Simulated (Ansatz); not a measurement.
# C2H6Cl3NSi: the cost of one run

All numbers below are computed with Ansatz 0.2.0 (RKS PBE/STO-3G).

## (1) Starting point

Bond lengths: Si1–N2 1.820 Å, N2–C3 1.470 Å, C3–H4 1.110 Å, C3–H5 1.110 Å, C3–H6 1.110 Å, N2–C7 1.470 Å, C7–H8 1.110 Å, C7–H9 1.110 Å, C7–H10 1.110 Å, Si1–Cl11 2.130 Å, Si1–Cl12 2.128 Å, Si1–Cl13 2.128 Å. Angles (14 of 21 angles, heavy atoms first): Si1–N2–C3 120.0°, Si1–N2–C7 120.0°, C3–N2–C7 120.0°, N2–Si1–Cl11 109.4°, N2–Si1–Cl12 109.5°, N2–Si1–Cl13 109.5°, Cl11–Si1–Cl12 109.5°, Cl11–Si1–Cl13 109.5°, Cl12–Si1–Cl13 109.5°, N2–C3–H4 109.5°, N2–C3–H5 109.5°, N2–C3–H6 109.5°, N2–C7–H8 109.5°, N2–C7–H9 109.5°.

Structure file:

```xyz
13

Si    0.0000    0.0000    0.0000
N     0.0000    0.0000    1.8200
C    -1.2162   -0.3762    2.5550
H    -1.8642   -0.9999    1.9045
H    -0.9378   -0.9533    3.4614
H    -1.7663    0.5401    2.8549
C     1.2162    0.3762    2.5550
H     1.4641   -0.4163    3.2916
H     2.0585    0.4943    1.8418
H     1.0457    1.3351    3.0874
Cl    2.0086    0.0000   -0.7093
Cl   -1.0032    1.7381   -0.7093
Cl   -1.0032   -1.7381   -0.7093
```

## (2) Preparing the start

The input, input.yaml:

```yaml
crystal:
  periodic: [false, false, false]
  atoms:
    - { symbol: Si, position_ang: [0.0, 0.0, 0.0] }
    - { symbol: "N", position_ang: [0.0, 0.0, 1.82] }
    - { symbol: C, position_ang: [-1.2162, -0.3762, 2.555] }
    - { symbol: H, position_ang: [-1.8642, -0.9999, 1.9045] }
    - { symbol: H, position_ang: [-0.9378, -0.9533, 3.4614] }
    - { symbol: H, position_ang: [-1.7663, 0.5401, 2.8549] }
    - { symbol: C, position_ang: [1.2162, 0.3762, 2.555] }
    - { symbol: H, position_ang: [1.4641, -0.4163, 3.2916] }
    - { symbol: H, position_ang: [2.0585, 0.4943, 1.8418] }
    - { symbol: H, position_ang: [1.0457, 1.3351, 3.0874] }
    - { symbol: Cl, position_ang: [2.0086, 0.0, -0.7093] }
    - { symbol: Cl, position_ang: [-1.0032, 1.7381, -0.7093] }
    - { symbol: Cl, position_ang: [-1.0032, -1.7381, -0.7093] }
basis:
  gaussian: { orbitals: STO-3G }
hamiltonian:
  xc: pbe
relax:
  f_tol: 0.02
  max_steps: 40
output:
  orbitals: {}
```

The run is started by

```
ansatz run input.yaml --threads 1 --pin off --max-ram 2048MiB --backend cpu --events-out ev --progress --plain --runs-dir out
```

**Question.** How long does this run take on 1 thread of Arm Neoverse V1, shared host, and how much memory does it need?

About 51 s, with a peak of 0.16 GiB.
